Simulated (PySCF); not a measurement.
# One shape, several levels: C2H5NSSi (SMILES N#CC[SiH2]S)

Aim: a comparison of 5 runs (HF/3-21G, HF/def2-SVPD, PBE/6-31G*, M06-2X/def2-SVP, PBE0/def2-SVP) of C2H5NSSi. Input form: a Python script.

Program for the calculation: PySCF 2.14.0.

## 1. Starting point

C2H5NSSi has 10 atoms, charge 0, and is taken as a singlet. SMILES: `N#CC[SiH2]S`. The shape is that of a GFN2-xTB optimisation. This is one conformer, not always the lowest.

Bond lengths: N1–C2 1.144 Å, C2–C3 1.429 Å, C3–Si4 1.918 Å, Si4–S5 2.151 Å, C3–H6 1.093 Å, C3–H7 1.093 Å, Si4–H8 1.458 Å, Si4–H9 1.452 Å, S5–H10 1.326 Å. Some angles: N1–C2–C3 178.8°, C2–C3–Si4 109.9°, C3–Si4–S5 108.1°, C2–C3–H6 108.6°, C2–C3–H7 108.6°, Si4–C3–H6 111.2°, Si4–C3–H7 110.5°, C3–Si4–H8 109.8°, C3–Si4–H9 111.1°, S5–Si4–H8 108.8°.

## 2. Energy and gradient at HF/3-21G (run 1)

File job.py:

```python
from pyscf import gto, scf

mol = gto.M(
    atom='''
N        0.060360      -2.581820       1.626500
C        0.344870      -1.579850       1.153890
C        0.670830      -0.323780       0.555970
Si      -0.848660       0.364420      -0.390100
S       -0.298530       2.255930      -1.254610
H        1.521270      -0.468170      -0.114660
H        0.977660       0.368690       1.343790
H       -1.220230      -0.551490      -1.461970
H       -1.928280       0.696230       0.523060
H        0.720690       1.819840      -1.981880
''',
    basis='3-21g',
    max_memory=1860,
    verbose=4,
)

mf = scf.RHF(mol)
mf.conv_tol = 1e-10
mf.kernel()
if not mf.converged:
    mf = mf.newton().run(mf.mo_coeff, mf.mo_occ)

etot = mf.e_tot
print('Final energy', etot)
grad = mf.nuc_grad_method().kernel()
dip = mf.dip_moment()
pop, q = mf.mulliken_pop()
```

Started as:

```
$ OMP_NUM_THREADS=1 python job.py
```

The program printed:

```text
PySCF version 2.14.0

[... 68 lines left out ...]
converged SCF energy = -815.32794866413
Final energy -815.3279486641298
[... 11 lines left out ...]
Dipole moment(X, Y, Z, Debye):  1.23346,  0.94698, -1.34158
[... 74 lines left out ...]
charge of    9H =      0.07795
```

Run time: 1.9 s. Hardware: 1 thread of Arm Neoverse V2, shared host; peak memory 0.13 GiB.

## 3. Energy and forces at HF/def2-SVPD (run 2)

File calc.py:

```python
import pyscf.grad
from pyscf import gto, scf

system = gto.Mole()
system.atom = '''
N      0.060360    -2.581820     1.626500
C      0.344870    -1.579850     1.153890
C      0.670830    -0.323780     0.555970
Si    -0.848660     0.364420    -0.390100
S     -0.298530     2.255930    -1.254610
H      1.521270    -0.468170    -0.114660
H      0.977660     0.368690     1.343790
H     -1.220230    -0.551490    -1.461970
H     -1.928280     0.696230     0.523060
H      0.720690     1.819840    -1.981880
'''
system.basis = 'def2-svpd'
system.max_memory = 1860
system.verbose = 3
system.charge = 0
system.build()

mf = scf.RHF(system)
mf.conv_tol = 1e-10
mf.kernel()
if not mf.converged:
    mf = mf.newton().run(mf.mo_coeff, mf.mo_occ)

e_tot = mf.e_tot
print('E = %.10f Eh' % e_tot)
grad = mf.Gradients().kernel()
mf.analyze()
```

Started as:

```
$ OMP_NUM_THREADS=1 python calc.py
```

The program printed:

```text
converged SCF energy = -819.2819553749
[... 16 lines left out ...]
MO #7   energy= -6.65939286337477  occ= 2
[... 17 lines left out ...]
MO #25  energy= -0.470920527598482 occ= 2
[... 17 lines left out ...]
MO #43  energy= 0.234239385707721  occ= 0
[... 17 lines left out ...]
MO #61  energy= 0.426758627929487  occ= 0
[... 17 lines left out ...]
MO #79  energy= 0.6311736902413    occ= 0
[... 17 lines left out ...]
MO #97  energy= 1.03563914113463   occ= 0
[... 17 lines left out ...]
MO #115 energy= 1.46747508880868   occ= 0
[... 17 lines left out ...]
MO #133 energy= 2.19350183005188   occ= 0
[... 17 lines left out ...]
MO #151 energy= 4.09584975585548   occ= 0
[... 11 lines left out ...]
Dipole moment(X, Y, Z, Debye):  1.21170,  2.31569, -1.70709
```

It took 23 s on 1 thread of Arm Neoverse V2, shared host; peak memory 0.61 GiB.

Runs 3 to 4 aren't shown in full; the table further down has their settings and results.

## 4. Energy and forces at PBE0/def2-SVP (run 5)

File run.py:

```python
from pyscf import gto, dft

mol = gto.Mole()
mol.atom = '''
N        0.060360      -2.581820       1.626500
C        0.344870      -1.579850       1.153890
C        0.670830      -0.323780       0.555970
Si      -0.848660       0.364420      -0.390100
S       -0.298530       2.255930      -1.254610
H        1.521270      -0.468170      -0.114660
H        0.977660       0.368690       1.343790
H       -1.220230      -0.551490      -1.461970
H       -1.928280       0.696230       0.523060
H        0.720690       1.819840      -1.981880
'''
mol.verbose = 4
mol.basis = 'def2-svp'
mol.max_memory = 1860
mol.spin = 0
mol.charge = 0
mol.build()

mf = dft.RKS(mol)
mf.xc = 'pbe0'
mf.grids.level = 5
mf.conv_tol = 1e-10
mf.kernel()
if not mf.converged:
    mf = mf.newton().run(mf.mo_coeff, mf.mo_occ)

etot = mf.e_tot
print('E = %.10f Eh' % etot)
grad = mf.nuc_grad_method().kernel()
mf.analyze()
```

Started as:

```
$ OMP_NUM_THREADS=1 python run.py
```

The program printed:

```text
PySCF version 2.14.0

[... 96 lines left out ...]
Two-electron Coulomb Energy =          616.345245230529031
[... 14 lines left out ...]
MO #12  energy= -3.7121814882987   occ= 2
[... 12 lines left out ...]
MO #25  energy= -0.349293227247266 occ= 2
[... 12 lines left out ...]
MO #38  energy= 0.232169453023577  occ= 0
[... 12 lines left out ...]
MO #51  energy= 0.595919120648453  occ= 0
[... 12 lines left out ...]
MO #64  energy= 0.847885097103218  occ= 0
[... 12 lines left out ...]
MO #77  energy= 1.54643706055479   occ= 0
[... 12 lines left out ...]
MO #90  energy= 2.08128320497455   occ= 0
[... 12 lines left out ...]
MO #103 energy= 3.53385506909499   occ= 0
[... 116 lines left out ...]
Dipole moment(X, Y, Z, Debye):  1.23903,  2.10017, -1.67292
```

Run time: 42 s. Hardware: 1 thread of Arm Neoverse V2, shared host; peak memory 1 GiB.

## 5. All runs side by side

```
run                             level  integration grid  energy (Eh)  dipole moment (D)  HOMO energy (eV)  LUMO energy (eV)  wall time
  1                          HF/3-21G                 –  -815.327949               2.05            -10.71              3.27      1.9 s
  2                      HF/def2-SVPD                 –  -819.281955               3.12            -10.65              1.92       23 s
  3  PBE/6-31G* (spherical functions)                 5  -821.123465               2.73             -6.44             -0.88       35 s
  4                   M06-2X/def2-SVP                 5  -821.258133               2.86             -8.83              0.97       76 s
  5                     PBE0/def2-SVP                 5  -820.930581               2.96             -7.69              0.13       42 s
```

## 6. Outcome

| quantity | value |
| --- | --- |
| run 5: total energy | -820.93058 Eh |
| run 5: dipole moment | 2.96 D |
| run 5: HOMO energy | -7.69 eV |
| run 5: LUMO energy | 0.13 eV |
| run 5: HOMO–LUMO gap | 7.82 eV |
| run 5: largest force on an atom | 1.995 eV/Å |

The dipole moment (its size) runs from 2.05 D (HF/3-21G) to 3.12 D (HF/def2-SVPD). The HOMO–LUMO gap runs from 5.56 eV (PBE/6-31G*) to 13.97 eV (HF/3-21G). The two ends differ in method and basis. Totals of different functionals can't be ranked against each other. All runs together took 3 min, the longest 76 s.
